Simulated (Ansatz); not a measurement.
# Cs2NaZnF6: the cost of one run

Program: Ansatz 0.2.0. Level of theory: reference: DFT PBE, plane waves, PAW, scalar-relativistic, no spin polarisation. These are calculated values, not measurements.

**1. The structure to begin with**

Symmetry: Fm-3m, No. 225, cubic system. The conventional cell has a = 8.517 Å, b = 8.517 Å, c = 8.517 Å, α = 90.00°, β = 90.00°, γ = 90.00°. Zn (site symmetry m-3m) is surrounded by 6 F at 1.95 Å. F (site symmetry 4mm) has 1 Zn at 1.95 Å and 1 Na at 2.31 Å as nearest neighbours. Around Cs (site symmetry -43m) lie 12 F at 3.02 Å. Around Na (site symmetry m-3m) lie 6 F at 2.31 Å.

Coordinates:

```
CELL_PARAMETERS angstrom
0.00000 4.25869 4.25869
4.25869 0.00000 4.25869
4.25869 4.25869 0.00000
ATOMIC_POSITIONS crystal
Zn 0.00000 0.00000 0.00000
F 0.77160 0.22840 0.22840
F 0.22840 0.77160 0.22840
F 0.22840 0.77160 0.77160
F 0.77160 0.22840 0.77160
F 0.22840 0.22840 0.77160
F 0.77160 0.77160 0.22840
Cs 0.25000 0.25000 0.25000
Cs 0.75000 0.75000 0.75000
Na 0.50000 0.50000 0.50000
```

**2. Reference**

input.yaml

```yaml
crystal:
  lattice:
    - [0.0, 4.258692, 4.258692]
    - [4.258692, 0.0, 4.258692]
    - [4.258692, 4.258692, 0.0]
  atoms:
    - { symbol: Zn, position: [0.0, 0.0, 0.0] }
    - { symbol: F, position: [0.7716, 0.2284, 0.2284] }
    - { symbol: F, position: [0.2284, 0.7716, 0.2284] }
    - { symbol: F, position: [0.2284, 0.7716, 0.7716] }
    - { symbol: F, position: [0.7716, 0.2284, 0.7716] }
    - { symbol: F, position: [0.2284, 0.2284, 0.7716] }
    - { symbol: F, position: [0.7716, 0.7716, 0.2284] }
    - { symbol: Cs, position: [0.25, 0.25, 0.25] }
    - { symbol: Cs, position: [0.75, 0.75, 0.75] }
    - { symbol: Na, position: [0.5, 0.5, 0.5] }
  symmetry: { tolerance: 0.0003 }
kpoints:
  mp_grid: { grid: [4, 4, 4], shift: [0, 0, 0] }
magnetization:
  spin_polarized: false
scf:
  occupations: { method: fermi_dirac }
hamiltonian:
  pseudopotentials: { kind: paw }
  xc: pbe
basis:
  ecutwfc: 420
output:
  forces: true
  stress: true
  eigenvalues: true
  write_density: true
  write_potential: true
  elf: true
  volumetric_format: npy
```

Started as:

```console
$ ansatz run input.yaml --threads 1 --pin off --max-ram 2560MiB --backend cpu --events-out ev --progress --plain --runs-dir out
```

**Question.** How long does this run take on 1 thread of Arm Neoverse V2, shared host, and how much memory does it need?

About 5.7 s, with a peak of 0.44 GiB.
